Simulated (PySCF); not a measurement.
# Rh: excitation energies in aug-cc-pVTZ-PP plus 1 even-tempered diffuse shell per l with ECP28

Aim: the excitation energy of rhodium from differences of total energies, at each level of theory, and how far each lands from the tabulated value where there is one.

Program: PySCF 2.14.0. Level of theory: unrestricted determinants in a Gaussian basis, no spin-orbit coupling in the energies. These are calculated values, not measurements, unless marked.

## 1. The atom as given

- Element: rhodium (Z = 45)
- Basis: aug-cc-pVTZ-PP with one added diffuse shell each of s, p, d, f, g type with ECP28MDF (7s7p6d4f3g, 113 functions)
- Hamiltonian: a scalar-relativistic core potential
- State 1: Rh: [Kr] 4d7 5s1 6s1, high-spin 6F determinant (an excited configuration)
- State 2: Rh: [Kr] 4d7 5s2, high-spin 4F determinant (an excited configuration)
- Needed too, but not shown: Rh [Kr] 4d8 5s1 (4F)
- Methods: UHF, LDA, PBE, PBE0, r2SCAN, revPBE, BHandHLYP, B97-3, MP2
- Core shells frozen in the correlated runs: valence: 4s2 4p6 (for Rh)

Outer shells as boxes (Hund's rule):

Rh [Kr] 4d7 5s1 6s1
```
[Kr] core
4d [↑↓][↑↓][↑ ][↑ ][↑ ]
5s [↑ ]
6s [↑ ]
```

Rh [Kr] 4d7 5s2
```
[Kr] core
4d [↑↓][↑↓][↑ ][↑ ][↑ ]
5s [↑↓]
```

The runs were made by one driver on top of PySCF. The scripts below sum up each run's settings (the driver also hands on starting orbitals that pick excited configurations, and frozen orbitals as a list rather than a count), and the logs come from the driver's own runs. The driver starts from symmetry-adapted Hartree-Fock orbitals, holds the occupation by maximum overlap and uses a logarithmic radial grid for functionals, so a plain start would take other cycles.

The integrals over 113 functions and the set-up took 4.8 s of CPU time.

## 2. Rh [Kr] 4d7 5s1 6s1: the ladder of methods

UHF:

input.py

```python
from pyscf import gto, scf, dft, mp, cc
import basis_set_exchange as bse
txt = bse.get_basis("aug-cc-pVTZ-PP", elements=["Rh"], fmt="nwchem", header=False, augment_diffuse=1)
cut = txt.index("\nECP")
mol = gto.M(atom="Rh 0 0 0", charge=0, spin=5, symmetry="D2h",
            basis=gto.basis.parse(txt[:cut]),
            ecp={"Rh": gto.basis.parse_ecp(txt[cut:])})
mf = scf.UHF(mol)
mf.irrep_nelec = {'Ag': (5, 2), 'B1g': (1, 1), 'B2g': (1, 0), 'B3g': (1, 0), 'B1u': (1, 1), 'B2u': (1, 1), 'B3u': (1, 1)}
mf.kernel()
```

The program printed:

```text
damping factor = 0
level_shift factor = 0
DIIS = <class 'pyscf.scf.diis.CDIIS'>
diis_start_cycle = 1
diis_space = 10
diis_damp = 0
SCF conv_tol = 1e-09
SCF conv_tol_grad = None
number electrons alpha = 11  beta = 6
cycle= 1 E= -109.196693570655  delta_E= -0.00934  |g|= 0.04  |ddm|= 0.0497
cycle= 2 E= -109.197106071762  delta_E= -0.000413  |g|= 0.00928  |ddm|= 0.0115
cycle= 3 E= -109.197134711922  delta_E= -2.86e-05  |g|= 0.00127  |ddm|= 0.00516
cycle= 4 E= -109.197135706621  delta_E= -9.95e-07  |g|= 0.000548  |ddm|= 0.00128
cycle= 5 E= -109.197135939199  delta_E= -2.33e-07  |g|= 6.52e-05  |ddm|= 0.000803
cycle= 6 E= -109.197135941802  delta_E= -2.6e-09  |g|= 7.25e-06  |ddm|= 0.000266
cycle= 7 E= -109.197135941847  delta_E= -4.55e-11  |g|= 6.09e-07  |ddm|= 9.33e-05
converged SCF energy = -109.197135941847  <S^2> = 8.7543224  2S+1 = 6.0014406
```

CPU time 6.1 s on a shared host, the integrals not counted.

Orbital energies by shell (radii are means over both spins):

```
shell  electrons  mean orbital energy (eV)  spread (eV)  rms radius (bohr)
 4s α          1                   -112.66            0               1.05
 4s β          1                   -106.76            0               1.05
 4p α          3                   -75.670            0               1.16
 4p β          3                   -68.552            0               1.16
 4d α          5                   -21.013        1.219               1.60
 4d β          2                   -18.236            0               1.60
 5s α          1                   -11.779            0               3.13
 6s α          1                    -2.343            0               9.59
```

⟨S²⟩ = 8.754, ⟨L²⟩ = 12.06.

Energies and moments cover only the electrons outside the core potential.

LDA:

input.py, as changed from the run before:

```diff
@@ -7,3 +7,3 @@
             ecp={"Rh": gto.basis.parse_ecp(txt[cut:])})
-mf = scf.UHF(mol)
+mf = dft.UKS(mol, xc="LDA,VWN")
 mf.irrep_nelec = {'Ag': (5, 2), 'B1g': (1, 1), 'B2g': (1, 0), 'B3g': (1, 0), 'B1u': (1, 1), 'B2u': (1, 1), 'B3u': (1, 1)}
```

The program printed:

```text
damping factor = 0
level_shift factor = 0
DIIS = <class 'pyscf.scf.diis.CDIIS'>
diis_start_cycle = 1
diis_space = 10
diis_damp = 0
SCF conv_tol = 1e-09
SCF conv_tol_grad = None
number electrons alpha = 11  beta = 6
XC functionals = LDA,VWN
    P. A. M. Dirac.,  Math. Proc. Cambridge Philos. Soc. 26, 376 (1930)
    F. Bloch.,  Z. Phys. 57, 545 (1929)
    S. H. Vosko, L. Wilk, and M. Nusair.,  Can. J. Phys. 58, 1200 (1980)
cycle= 1 E= -109.633215910299  delta_E= -0.00803  |g|= 0.11  |ddm|= 0.836
cycle= 2 E= -109.631807773351  delta_E= 0.00141  |g|= 0.132  |ddm|= 0.184
cycle= 3 E= -109.636731644594  delta_E= -0.00492  |g|= 0.00162  |ddm|= 0.106
cycle= 4 E= -109.636732638223  delta_E= -9.94e-07  |g|= 0.000115  |ddm|= 0.00991
cycle= 5 E= -109.636732644343  delta_E= -6.12e-09  |g|= 6.52e-06  |ddm|= 0.00179
cycle= 6 E= -109.636732644379  delta_E= -3.65e-11  |g|= 1.5e-07  |ddm|= 0.000271
converged SCF energy = -109.636732644379  <S^2> = 8.7504418  2S+1 = 6.0001473
```

CPU time 1.7 s on a shared host, the integrals not counted.

PBE:

input.py, as changed from the run before:

```diff
@@ -7,3 +7,3 @@
             ecp={"Rh": gto.basis.parse_ecp(txt[cut:])})
-mf = dft.UKS(mol, xc="LDA,VWN")
+mf = dft.UKS(mol, xc="PBE")
 mf.irrep_nelec = {'Ag': (5, 2), 'B1g': (1, 1), 'B2g': (1, 0), 'B3g': (1, 0), 'B1u': (1, 1), 'B2u': (1, 1), 'B3u': (1, 1)}
```

The program printed:

```text
damping factor = 0
level_shift factor = 0
DIIS = <class 'pyscf.scf.diis.CDIIS'>
diis_start_cycle = 1
diis_space = 10
diis_damp = 0
SCF conv_tol = 1e-09
SCF conv_tol_grad = None
number electrons alpha = 11  beta = 6
XC functionals = PBE
    J. P. Perdew, K. Burke, and M. Ernzerhof.,  Phys. Rev. Lett. 77, 3865 (1996)
    J. P. Perdew, K. Burke, and M. Ernzerhof.,  Phys. Rev. Lett. 78, 1396 (1997)
    J. P. Perdew, K. Burke, and M. Ernzerhof.,  Phys. Rev. Lett. 77, 3865 (1996)
    J. P. Perdew, K. Burke, and M. Ernzerhof.,  Phys. Rev. Lett. 78, 1396 (1997)
cycle= 1 E= -109.88151482999  delta_E= -0.0086  |g|= 0.0465  |ddm|=    1
cycle= 2 E= -109.881295729458  delta_E= 0.000219  |g|= 0.0565  |ddm|= 0.135
cycle= 3 E= -109.882201470661  delta_E= -0.000906  |g|= 0.00122  |ddm|= 0.0452
cycle= 4 E= -109.882202057057  delta_E= -5.86e-07  |g|= 0.000213  |ddm|= 0.0113
cycle= 5 E= -109.882202074587  delta_E= -1.75e-08  |g|= 7.23e-06  |ddm|= 0.00107
cycle= 6 E= -109.882202074611  delta_E= -2.38e-11  |g|= 2.51e-07  |ddm|= 7.55e-05
converged SCF energy = -109.882202074611  <S^2> = 8.7508469  2S+1 = 6.0002823
```

It used 2.3 s of CPU time after the integrals (shared host).

PBE0:

input.py, as changed from the run before:

```diff
@@ -7,3 +7,3 @@
             ecp={"Rh": gto.basis.parse_ecp(txt[cut:])})
-mf = dft.UKS(mol, xc="PBE")
+mf = dft.UKS(mol, xc="PBE0")
 mf.irrep_nelec = {'Ag': (5, 2), 'B1g': (1, 1), 'B2g': (1, 0), 'B3g': (1, 0), 'B1u': (1, 1), 'B2u': (1, 1), 'B3u': (1, 1)}
```

The program printed:

```text
damping factor = 0
level_shift factor = 0
DIIS = <class 'pyscf.scf.diis.CDIIS'>
diis_start_cycle = 1
diis_space = 10
diis_damp = 0
SCF conv_tol = 1e-09
SCF conv_tol_grad = None
number electrons alpha = 11  beta = 6
XC functionals = PBE0
    C. Adamo and V. Barone.,  J. Chem. Phys. 110, 6158 (1999)
    M. Ernzerhof and G. E. Scuseria.,  J. Chem. Phys. 110, 5029 (1999)
cycle= 1 E= -109.869328950509  delta_E= -0.00636  |g|= 0.0233  |ddm|= 0.67
cycle= 2 E= -109.869452289082  delta_E= -0.000123  |g|= 0.0179  |ddm|= 0.245
cycle= 3 E= -109.869541864832  delta_E= -8.96e-05  |g|= 0.00199  |ddm|= 0.0548
cycle= 4 E= -109.869544392882  delta_E= -2.53e-06  |g|= 0.000104  |ddm|= 0.0589
cycle= 5 E= -109.86954445795  delta_E= -6.51e-08  |g|= 2.12e-05  |ddm|= 0.0142
cycle= 6 E= -109.869544458954  delta_E= -1e-09  |g|= 1.61e-06  |ddm|= 0.00169
cycle= 7 E= -109.869544458971  delta_E= -1.73e-11  |g|= 1.47e-07  |ddm|= 0.000244
converged SCF energy = -109.869544458971  <S^2> = 8.7513622  2S+1 = 6.000454
```

CPU time 4.8 s on a shared host, the integrals not counted.

r2SCAN:

input.py, as changed from the run before:

```diff
@@ -7,3 +7,3 @@
             ecp={"Rh": gto.basis.parse_ecp(txt[cut:])})
-mf = dft.UKS(mol, xc="PBE0")
+mf = dft.UKS(mol, xc="R2SCAN")
 mf.irrep_nelec = {'Ag': (5, 2), 'B1g': (1, 1), 'B2g': (1, 0), 'B3g': (1, 0), 'B1u': (1, 1), 'B2u': (1, 1), 'B3u': (1, 1)}
```

The program printed:

```text
damping factor = 0
level_shift factor = 0
DIIS = <class 'pyscf.scf.diis.CDIIS'>
diis_start_cycle = 1
diis_space = 10
diis_damp = 0
SCF conv_tol = 1e-09
SCF conv_tol_grad = None
number electrons alpha = 11  beta = 6
XC functionals = R2SCAN
    J. W. Furness, A. D. Kaplan, J. Ning, J. P. Perdew, and J. Sun.,  J. Phys. Chem. Lett. 11, 8208-8215 (2020)
    J. W. Furness, A. D. Kaplan, J. Ning, J. P. Perdew, and J. Sun.,  J. Phys. Chem. Lett. 11, 9248-9248 (2020)
    J. W. Furness, A. D. Kaplan, J. Ning, J. P. Perdew, and J. Sun.,  J. Phys. Chem. Lett. 11, 8208-8215 (2020)
    J. W. Furness, A. D. Kaplan, J. Ning, J. P. Perdew, and J. Sun.,  J. Phys. Chem. Lett. 11, 9248-9248 (2020)
cycle= 1 E= -109.909520340964  delta_E= -0.00954  |g|= 0.025  |ddm|= 0.941
cycle= 2 E= -109.909621820001  delta_E= -0.000101  |g|= 0.0243  |ddm|= 0.179
cycle= 3 E= -109.909790723139  delta_E= -0.000169  |g|= 0.00152  |ddm|= 0.0192
cycle= 4 E= -109.909791915716  delta_E= -1.19e-06  |g|= 0.000254  |ddm|= 0.0189
cycle= 5 E= -109.909791937629  delta_E= -2.19e-08  |g|= 2e-05  |ddm|= 0.00138
cycle= 6 E= -109.909791937811  delta_E= -1.82e-10  |g|= 5.25e-07  |ddm|= 0.000238
converged SCF energy = -109.909791937811  <S^2> = 8.7517863  2S+1 = 6.0005954
```

It used 5.2 s of CPU time after the integrals (shared host).

revPBE:

input.py, as changed from the run before:

```diff
@@ -7,3 +7,3 @@
             ecp={"Rh": gto.basis.parse_ecp(txt[cut:])})
-mf = dft.UKS(mol, xc="R2SCAN")
+mf = dft.UKS(mol, xc="PBE_R,PBE")
 mf.irrep_nelec = {'Ag': (5, 2), 'B1g': (1, 1), 'B2g': (1, 0), 'B3g': (1, 0), 'B1u': (1, 1), 'B2u': (1, 1), 'B3u': (1, 1)}
```

The program printed:

```text
damping factor = 0
level_shift factor = 0
DIIS = <class 'pyscf.scf.diis.CDIIS'>
diis_start_cycle = 1
diis_space = 10
diis_damp = 0
SCF conv_tol = 1e-09
SCF conv_tol_grad = None
number electrons alpha = 11  beta = 6
XC functionals = PBE_R,PBE
    Y. Zhang and W. Yang.,  Phys. Rev. Lett. 80, 890 (1998)
    J. P. Perdew, K. Burke, and M. Ernzerhof.,  Phys. Rev. Lett. 77, 3865 (1996)
    J. P. Perdew, K. Burke, and M. Ernzerhof.,  Phys. Rev. Lett. 78, 1396 (1997)
cycle= 1 E= -109.931242645878  delta_E= -0.0087  |g|= 0.0367  |ddm|= 1.12
cycle= 2 E= -109.931125502834  delta_E= 0.000117  |g|= 0.0444  |ddm|= 0.13
cycle= 3 E= -109.931689483087  delta_E= -0.000564  |g|= 0.00104  |ddm|= 0.0348
cycle= 4 E= -109.931689930956  delta_E= -4.48e-07  |g|= 0.000253  |ddm|= 0.0103
cycle= 5 E= -109.931689955033  delta_E= -2.41e-08  |g|= 8.28e-06  |ddm|= 0.000708
cycle= 6 E= -109.93168995506  delta_E= -2.78e-11  |g|= 2.15e-07  |ddm|= 2.01e-05
converged SCF energy = -109.93168995506  <S^2> = 8.7510161  2S+1 = 6.0003387
```

CPU time 2.5 s on a shared host, the integrals not counted.

BHandHLYP:

input.py, as changed from the run before:

```diff
@@ -7,3 +7,3 @@
             ecp={"Rh": gto.basis.parse_ecp(txt[cut:])})
-mf = dft.UKS(mol, xc="PBE_R,PBE")
+mf = dft.UKS(mol, xc="BHANDHLYP")
 mf.irrep_nelec = {'Ag': (5, 2), 'B1g': (1, 1), 'B2g': (1, 0), 'B3g': (1, 0), 'B1u': (1, 1), 'B2u': (1, 1), 'B3u': (1, 1)}
```

The program printed:

```text
damping factor = 0
level_shift factor = 0
DIIS = <class 'pyscf.scf.diis.CDIIS'>
diis_start_cycle = 1
diis_space = 10
diis_damp = 0
SCF conv_tol = 1e-09
SCF conv_tol_grad = None
number electrons alpha = 11  beta = 6
XC functionals = BHANDHLYP
    A. D. Becke.,  J. Chem. Phys. 98, 1372 (1993)
    Defined through Gaussian implementation.
cycle= 1 E= -109.783344599313  delta_E= -0.00584  |g|= 0.018  |ddm|= 0.25
cycle= 2 E= -109.78348626347  delta_E= -0.000142  |g|= 0.00407  |ddm|= 0.118
cycle= 3 E= -109.783495577405  delta_E= -9.31e-06  |g|= 0.00272  |ddm|= 0.0677
cycle= 4 E= -109.78349816137  delta_E= -2.58e-06  |g|= 0.000148  |ddm|= 0.0228
cycle= 5 E= -109.783498428975  delta_E= -2.68e-07  |g|= 2.71e-05  |ddm|= 0.0233
cycle= 6 E= -109.783498441433  delta_E= -1.25e-08  |g|= 2.74e-06  |ddm|= 0.00635
cycle= 7 E= -109.78349844151  delta_E= -7.75e-11  |g|= 3.64e-07  |ddm|= 0.000519
converged SCF energy = -109.78349844151  <S^2> = 8.7521973  2S+1 = 6.0007324
```

CPU time 4.6 s on a shared host, the integrals not counted.

B97-3:

input.py, as changed from the run before:

```diff
@@ -7,3 +7,3 @@
             ecp={"Rh": gto.basis.parse_ecp(txt[cut:])})
-mf = dft.UKS(mol, xc="BHANDHLYP")
+mf = dft.UKS(mol, xc="HYB_GGA_XC_B97_3")
 mf.irrep_nelec = {'Ag': (5, 2), 'B1g': (1, 1), 'B2g': (1, 0), 'B3g': (1, 0), 'B1u': (1, 1), 'B2u': (1, 1), 'B3u': (1, 1)}
```

The program printed:

```text
damping factor = 0
level_shift factor = 0
DIIS = <class 'pyscf.scf.diis.CDIIS'>
diis_start_cycle = 1
diis_space = 10
diis_damp = 0
SCF conv_tol = 1e-09
SCF conv_tol_grad = None
number electrons alpha = 11  beta = 6
XC functionals = HYB_GGA_XC_B97_3
    T. W. Keal and D. J. Tozer.,  J. Chem. Phys. 123, 121103 (2005)
cycle= 1 E= -109.883608697885  delta_E= -0.00607  |g|= 0.0173  |ddm|= 0.632
cycle= 2 E= -109.88371945448  delta_E= -0.000111  |g|= 0.0132  |ddm|= 0.253
cycle= 3 E= -109.883771093418  delta_E= -5.16e-05  |g|= 0.00169  |ddm|= 0.0672
cycle= 4 E= -109.883773506384  delta_E= -2.41e-06  |g|= 0.000384  |ddm|= 0.0716
cycle= 5 E= -109.883773546763  delta_E= -4.04e-08  |g|= 0.000943  |ddm|= 0.0129
cycle= 6 E= -109.883773591583  delta_E= -4.48e-08  |g|= 0.000615  |ddm|= 0.00667
cycle= 7 E= -109.883773618799  delta_E= -2.72e-08  |g|= 0.00013  |ddm|= 0.000653
cycle= 8 E= -109.883773623533  delta_E= -4.73e-09  |g|= 0.000105  |ddm|= 0.00109
cycle= 9 E= -109.883773624795  delta_E= -1.26e-09  |g|= 9.51e-05  |ddm|= 0.000421
cycle= 10 E= -109.883773625865  delta_E= -1.07e-09  |g|= 4.45e-05  |ddm|= 0.000192
cycle= 11 E= -109.883773625937  delta_E= -7.23e-11  |g|= 6.31e-05  |ddm|= 0.0001
cycle= 12 E= -109.883773626106  delta_E= -1.69e-10  |g|= 1.86e-05  |ddm|= 3.88e-05
converged SCF energy = -109.883773626106  <S^2> = 8.7516345  2S+1 = 6.0005448
```

It used 8.6 s of CPU time after the integrals (shared host).

MP2 (valence):

input.py, as changed from the run before:

```diff
@@ -7,4 +7,5 @@
             ecp={"Rh": gto.basis.parse_ecp(txt[cut:])})
-mf = dft.UKS(mol, xc="HYB_GGA_XC_B97_3")
+mf = scf.UHF(mol)
 mf.irrep_nelec = {'Ag': (5, 2), 'B1g': (1, 1), 'B2g': (1, 0), 'B3g': (1, 0), 'B1u': (1, 1), 'B2u': (1, 1), 'B3u': (1, 1)}
 mf.kernel()
+mp.UMP2(mf, frozen=4).kernel()
```

The driver printed no log here.

CPU time 2.7 s on a shared host, the integrals not counted.

With 9 electrons correlated, the MP2 correlation energy is -0.19576 hartree (-0.09072 same spin, -0.10504 opposite spin); the SCS form gives -0.15629. Largest pairs of shells: 4d-4d -0.1578, 4d-5s -0.0336, 4d-6s -0.0027, 5s-6s -0.0017, 6s-6s 0.0000.

Radial density 4πr²ρ of Rh at UHF, the electrons outside the core potential:

```
r (bohr)   density  spin density
  0.0178  1.21e-05         0.000
  0.0299  3.08e-05         0.000
  0.0504  7.18e-05         0.000
  0.0847  0.000233         0.000
   0.142   0.00203         0.000
   0.240    0.0310         0.007
   0.403     0.748         0.112
   0.678      9.13         1.114
    1.14      13.5         2.382
    1.92      3.58         1.391
    3.23     0.575         0.427
    5.43    0.0942         0.092
    9.13     0.146         0.146
    15.4    0.0145         0.015
    25.8  2.44e-05         0.000
```

(Part 1 of 2 ends here.)
